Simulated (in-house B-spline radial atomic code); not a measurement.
# Ta²⁺: a fraction of an electron removed from 5d

The exact energy is linear between whole electron numbers. How far does AM05 stray from that for Ta²⁺, with charge removed from 5d step by step?

Program: in-house B-spline radial atomic code version 1. Level of theory: scalar-relativistic (spin-free one-electron X2C) AM05, spin-polarised, spherical fractional occupations, Fermi nucleus, basis-set limit. These are calculated values, not measurements, unless marked.

**1. The atom as given**

| Item | Value |
| --- | --- |
| element | tantalum (Z = 73) |
| charge | +2 |
| electrons | 71 |
| configuration | [Xe] 4f14 5d3 |
| Hamiltonian | scalar-relativistic (X2C) |
| nucleus | Fermi, rms radius 5.351 fm |

The outer shells:

[Xe] 4f14 5d3
```
[Xe] core
4f [↑↓][↑↓][↑↓][↑↓][↑↓][↑↓][↑↓]
5d [↑ ][↑ ][↑ ][  ][  ]
```

Where spins are not typed, each open shell is filled with up spins first.

**2. The start, at fraction 0**

Input settings:

```ini
Z = 73
electrons = 71.0
configuration = [Xe] 4f14 5d3
hamiltonian = x2c
method = am05
spin_polarised = True
nucleus = fermi
rms_radius = 5.3507
mass_number = 181
atomic_mass = 180.947998528
speed_of_light = 137.035999084
```

From the run's result record (rounded, not every field):

```text
{
  "status": "converged",
  "scf [iteration, energy, orbital gradient]": [
    [1, -15593.9180615, 0.464],
    [2, -15594.0568579, 0.193],
    [3, -15594.7031677, 0.111],
    [4, -15594.9024959, 0.0504],
    [5, -15594.7404442, 0.101],
    [6, -15594.9635434, 0.00341],
    [7, -15594.9638138, 0.000356],
    [8, -15594.9638164, 7.21e-06],
    [9, -15594.9638164, 2.9e-06],
    [10, -15594.9638164, 1.74e-07]
  ],
  "energy [hartree]": {"total": -15594.9638164, "kinetic": 17509.1097783, "nuclear": -38880.8404816, "coulomb": 6087.47600423, "xc": -310.709117239},
  "orbitals [hartree, bohr; first row names the columns]": [
    ["name", "occ", "eps", "<r>", "<r^2>", "<1/r>", "r_max"],
    ["1s up", 1.0, -2465.8359, 0.017883, 0.00044764, 93.413, 0.010749],
    ["1s down", 1.0, -2465.8362, 0.017883, 0.00044764, 93.413, 0.010749],
    ["2s up", 1.0, -424.15241, 0.078224, 0.0072987, 21.789, 0.066747],
    ["2s down", 1.0, -424.14816, 0.078224, 0.0072987, 21.789, 0.066746],
    ["2p up", 3.0, -373.14811, 0.070038, 0.0060091, 18.383, 0.054201],
    ["2p down", 3.0, -373.14471, 0.070038, 0.006009, 18.383, 0.054201],
    ["3s up", 1.0, -97.603722, 0.20451, 0.047957, 7.8391, 0.189],
    ["3s down", 1.0, -97.602482, 0.20451, 0.047956, 7.8391, 0.189],
    ["3p up", 3.0, -82.347523, 0.20426, 0.048478, 6.9306, 0.18641],
    ["3p down", 3.0, -82.346138, 0.20426, 0.048477, 6.9306, 0.18641],
    ["3d up", 5.0, -63.937972, 0.18564, 0.040412, 6.4679, 0.15183],
    ["3d down", 5.0, -63.935297, 0.18564, 0.040413, 6.4678, 0.15183],
    ["4s up", 1.0, -20.326485, 0.45913, 0.23831, 3.2525, 0.42961],
    ["4s down", 1.0, -20.323364, 0.45914, 0.23831, 3.2523, 0.42962],
    ["4p up", 3.0, -15.292411, 0.48721, 0.27037, 2.8803, 0.44948],
    ["4p down", 3.0, -15.289417, 0.4872, 0.27034, 2.8802, 0.44949],
    ["4d up", 5.0, -8.7027245, 0.52362, 0.31821, 2.536, 0.46199],
    ["4d down", 5.0, -8.6989518, 0.52346, 0.31796, 2.5364, 0.46202],
    ["5s up", 1.0, -3.2601892, 1.1046, 1.3727, 1.2289, 0.99133],
    ["5s down", 1.0, -3.2185301, 1.0976, 1.3546, 1.238, 0.98817],
    ["5p up", 3.0, -2.0461106, 1.2949, 1.9027, 1.0155, 1.1268],
    ["5p down", 3.0, -1.9876073, 1.2822, 1.8654, 1.0272, 1.12],
    ["4f up", 7.0, -1.4818693, 0.64177, 0.52564, 1.9986, 0.44092],
    ["4f down", 7.0, -1.4716095, 0.63666, 0.51455, 2.0071, 0.4407],
    ["5d up", 3.0, -0.70418547, 1.9712, 4.5486, 0.65276, 1.5619]
  ],
  "sum_r [bohr^k]": {"-1": 550.3843, "1": 37.97671, "2": 41.08057}
}
```

Wall time 0.57 s (1 thread, shared host).

**3. 0.03 electron removed from 5d**

Changes to the settings of step 2:

```diff
@@ -1,4 +1,4 @@
 Z = 73
-electrons = 71.0
-configuration = [Xe] 4f14 5d3
+electrons = 70.97
+configuration = [Xe] 4f14 5d2.97
 hamiltonian = x2c
```

Results of the run:

```text
{
  "status": "converged",
  "iterations": 10,
  "energy [hartree]": {"total": -15594.9425246, "kinetic": 17509.090353, "nuclear": -38879.8849911, "coulomb": 6086.54967572, "xc": -310.697562249},
  "orbitals [hartree, bohr; first row names the columns]": [
    ["name", "occ", "eps", "<r>"],
    ["1s up", 1.0, -2465.8491, 0.017883],
    ["1s down", 1.0, -2465.8493, 0.017883],
    ["2s up", 1.0, -424.16557, 0.078224],
    ["2s down", 1.0, -424.16133, 0.078224],
    ["2p up", 3.0, -373.16126, 0.070038],
    ["2p down", 3.0, -373.15789, 0.070038],
    ["3s up", 1.0, -97.616818, 0.20451],
    ["3s down", 1.0, -97.615582, 0.20451],
    ["3p up", 3.0, -82.360619, 0.20426],
    ["3p down", 3.0, -82.359239, 0.20426],
    ["3d up", 5.0, -63.951078, 0.18564],
    ["3d down", 5.0, -63.948414, 0.18564],
    ["4s up", 1.0, -20.339579, 0.45913],
    ["4s down", 1.0, -20.33647, 0.45914],
    ["4p up", 3.0, -15.30551, 0.48721],
    ["4p down", 3.0, -15.302529, 0.4872],
    ["4d up", 5.0, -8.715831, 0.52362],
    ["4d down", 5.0, -8.7120738, 0.52347],
    ["5s up", 1.0, -3.2731045, 1.1045],
    ["5s down", 1.0, -3.2316529, 1.0975],
    ["5p up", 3.0, -2.05873, 1.2945],
    ["5p down", 3.0, -2.0005412, 1.282],
    ["4f up", 7.0, -1.4949385, 0.64171],
    ["4f down", 7.0, -1.4847289, 0.63663],
    ["5d up", 2.97, -0.71527009, 1.9664]
  ],
  "sum_r [bohr^k]": {"-1": 550.3712, "1": 37.90033, "2": 40.8615},
  "energy_minus_base [hartree]": 0.0212917341
}
```

Run time: 0.44 s. Hardware: 1 thread, shared host.

energy_minus_base is the energy less that of the reference run.

**4. 0.2 electron removed from 5d**

Changes to the settings of step 3:

```diff
@@ -1,4 +1,4 @@
 Z = 73
-electrons = 70.97
-configuration = [Xe] 4f14 5d2.97
+electrons = 70.8
+configuration = [Xe] 4f14 5d2.8
 hamiltonian = x2c
```

Results of the run:

```text
{
  "status": "converged",
  "iterations": 10,
  "energy [hartree]": {"total": -15594.8155381, "kinetic": 17508.9741973, "nuclear": -38874.3854354, "coulomb": 6081.22659405, "xc": -310.630894113},
  "orbitals [hartree, bohr; first row names the columns]": [
    ["name", "occ", "eps", "<r>"],
    ["1s up", 1.0, -2465.9246, 0.017883],
    ["1s down", 1.0, -2465.9248, 0.017883],
    ["2s up", 1.0, -424.24131, 0.078224],
    ["2s down", 1.0, -424.2372, 0.078224],
    ["2p up", 3.0, -373.23702, 0.070038],
    ["2p down", 3.0, -373.23374, 0.070038],
    ["3s up", 1.0, -97.692178, 0.20451],
    ["3s down", 1.0, -97.690969, 0.20451],
    ["3p up", 3.0, -82.435981, 0.20426],
    ["3p down", 3.0, -82.434632, 0.20426],
    ["3d up", 5.0, -64.026498, 0.18564],
    ["3d down", 5.0, -64.023905, 0.18564],
    ["4s up", 1.0, -20.414921, 0.45913],
    ["4s down", 1.0, -20.411891, 0.45914],
    ["4p up", 3.0, -15.380886, 0.48722],
    ["4p down", 3.0, -15.377978, 0.4872],
    ["4d up", 5.0, -8.7912447, 0.52363],
    ["4d down", 5.0, -8.7875828, 0.52347],
    ["5s up", 1.0, -3.3473344, 1.1038],
    ["5s down", 1.0, -3.3071301, 1.0971],
    ["5p up", 3.0, -2.1312014, 1.2922],
    ["5p down", 3.0, -2.0748896, 1.2803],
    ["4f up", 7.0, -1.5701217, 0.64133],
    ["4f down", 7.0, -1.5602153, 0.63646],
    ["5d up", 2.8, -0.77892403, 1.9399]
  ],
  "sum_r [bohr^k]": {"-1": 550.2959, "1": 37.47488, "2": 39.66384},
  "energy_minus_base [hartree]": 0.148278226
}
```

It took 0.38 s on 1 thread, shared host.

**5. 0.33 electron removed from 5d**

Changes to the settings of step 4:

```diff
@@ -1,4 +1,4 @@
 Z = 73
-electrons = 70.8
-configuration = [Xe] 4f14 5d2.8
+electrons = 70.67
+configuration = [Xe] 4f14 5d2.67
 hamiltonian = x2c
```

Results of the run:

```text
{
  "status": "converged",
  "iterations": 10,
  "energy [hartree]": {"total": -15594.7110618, "kinetic": 17508.8785596, "nuclear": -38870.085576, "coulomb": 6077.07457006, "xc": -310.578615454},
  "orbitals [hartree, bohr; first row names the columns]": [
    ["name", "occ", "eps", "<r>"],
    ["1s up", 1.0, -2465.9836, 0.017883],
    ["1s down", 1.0, -2465.9839, 0.017883],
    ["2s up", 1.0, -424.30053, 0.078224],
    ["2s down", 1.0, -424.29653, 0.078224],
    ["2p up", 3.0, -373.29626, 0.070038],
    ["2p down", 3.0, -373.29306, 0.070038],
    ["3s up", 1.0, -97.751082, 0.20451],
    ["3s down", 1.0, -97.749896, 0.20451],
    ["3p up", 3.0, -82.494886, 0.20426],
    ["3p down", 3.0, -82.493565, 0.20426],
    ["3d up", 5.0, -64.085453, 0.18564],
    ["3d down", 5.0, -64.082921, 0.18564],
    ["4s up", 1.0, -20.473802, 0.45913],
    ["4s down", 1.0, -20.470838, 0.45914],
    ["4p up", 3.0, -15.439793, 0.48722],
    ["4p down", 3.0, -15.436949, 0.48721],
    ["4d up", 5.0, -8.8501818, 0.52363],
    ["4d down", 5.0, -8.8466017, 0.52348],
    ["5s up", 1.0, -3.405252, 1.1032],
    ["5s down", 1.0, -3.3660843, 1.0967],
    ["5p up", 3.0, -2.1876816, 1.2903],
    ["5p down", 3.0, -2.1329142, 1.2789],
    ["4f up", 7.0, -1.6288618, 0.64102],
    ["4f down", 7.0, -1.6192088, 0.63632],
    ["5d up", 2.67, -0.82853335, 1.9205]
  ],
  "sum_r [bohr^k]": {"-1": 550.237, "1": 37.1575, "2": 38.7944},
  "energy_minus_base [hartree]": 0.252754603
}
```

Run time: 0.49 s. Hardware: 1 thread, shared host.

**6. 0.38 electron removed from 5d**

Changes to the settings of step 5:

```diff
@@ -1,4 +1,4 @@
 Z = 73
-electrons = 70.67
-configuration = [Xe] 4f14 5d2.67
+electrons = 70.62
+configuration = [Xe] 4f14 5d2.62
 hamiltonian = x2c
```

Results of the run:

```text
{
  "status": "converged",
  "iterations": 10,
  "energy [hartree]": {"total": -15594.6691533, "kinetic": 17508.8401555, "nuclear": -38868.4105287, "coulomb": 6075.45944013, "xc": -310.558220213},
  "orbitals [hartree, bohr; first row names the columns]": [
    ["name", "occ", "eps", "<r>"],
    ["1s up", 1.0, -2466.0066, 0.017883],
    ["1s down", 1.0, -2466.0069, 0.017883],
    ["2s up", 1.0, -424.32361, 0.078224],
    ["2s down", 1.0, -424.31964, 0.078224],
    ["2p up", 3.0, -373.31934, 0.070038],
    ["2p down", 3.0, -373.31617, 0.070038],
    ["3s up", 1.0, -97.774024, 0.20451],
    ["3s down", 1.0, -97.772849, 0.20451],
    ["3p up", 3.0, -82.517829, 0.20426],
    ["3p down", 3.0, -82.516519, 0.20426],
    ["3d up", 5.0, -64.108417, 0.18564],
    ["3d down", 5.0, -64.105908, 0.18564],
    ["4s up", 1.0, -20.496733, 0.45913],
    ["4s down", 1.0, -20.493797, 0.45914],
    ["4p up", 3.0, -15.462734, 0.48722],
    ["4p down", 3.0, -15.459916, 0.48721],
    ["4d up", 5.0, -8.8731348, 0.52363],
    ["4d down", 5.0, -8.8695882, 0.52348],
    ["5s up", 1.0, -3.4277853, 1.103],
    ["5s down", 1.0, -3.3890356, 1.0966],
    ["5p up", 3.0, -2.2096409, 1.2896],
    ["5p down", 3.0, -2.1554928, 1.2784],
    ["4f up", 7.0, -1.6517339, 0.6409],
    ["4f down", 7.0, -1.6421834, 0.63627],
    ["5d up", 2.62, -0.84782218, 1.9133]
  ],
  "sum_r [bohr^k]": {"-1": 550.214, "1": 37.03715, "2": 38.46989},
  "energy_minus_base [hartree]": 0.29466308
}
```

Run time: 0.44 s. Hardware: 1 thread, shared host.

**7. 0.5 electron removed from 5d**

Changes to the settings of step 6:

```diff
@@ -1,4 +1,4 @@
 Z = 73
-electrons = 70.62
-configuration = [Xe] 4f14 5d2.62
+electrons = 70.5
+configuration = [Xe] 4f14 5d2.5
 hamiltonian = x2c
```

Results of the run:

```text
{
  "status": "converged",
  "iterations": 10,
  "energy [hartree]": {"total": -15594.5646158, "kinetic": 17508.7442697, "nuclear": -38864.3433159, "coulomb": 6071.54307317, "xc": -310.508642697},
  "orbitals [hartree, bohr; first row names the columns]": [
    ["name", "occ", "eps", "<r>"],
    ["1s up", 1.0, -2466.0625, 0.017883],
    ["1s down", 1.0, -2466.0627, 0.017883],
    ["2s up", 1.0, -424.37964, 0.078224],
    ["2s down", 1.0, -424.37578, 0.078224],
    ["2p up", 3.0, -373.37539, 0.070038],
    ["2p down", 3.0, -373.3723, 0.070038],
    ["3s up", 1.0, -97.829721, 0.20451],
    ["3s down", 1.0, -97.828571, 0.20451],
    ["3p up", 3.0, -82.573528, 0.20426],
    ["3p down", 3.0, -82.572247, 0.20426],
    ["3d up", 5.0, -64.164166, 0.18564],
    ["3d down", 5.0, -64.16172, 0.18564],
    ["4s up", 1.0, -20.552396, 0.45914],
    ["4s down", 1.0, -20.549531, 0.45914],
    ["4p up", 3.0, -15.518423, 0.48722],
    ["4p down", 3.0, -15.515672, 0.48721],
    ["4d up", 5.0, -8.9288518, 0.52363],
    ["4d down", 5.0, -8.9253906, 0.52349],
    ["5s up", 1.0, -3.4824313, 1.1024],
    ["5s down", 1.0, -3.444729, 1.0962],
    ["5p up", 3.0, -2.2628614, 1.2878],
    ["5p down", 3.0, -2.2102574, 1.2771],
    ["4f up", 7.0, -1.7072454, 0.64059],
    ["4f down", 7.0, -1.6979525, 0.63613],
    ["5d up", 2.5, -0.89457429, 1.8964]
  ],
  "sum_r [bohr^k]": {"-1": 550.1583, "1": 36.75205, "2": 37.71206},
  "energy_minus_base [hartree]": 0.399200577
}
```

It took 0.4 s on 1 thread, shared host.

(Part 1 of 2 ends here.)
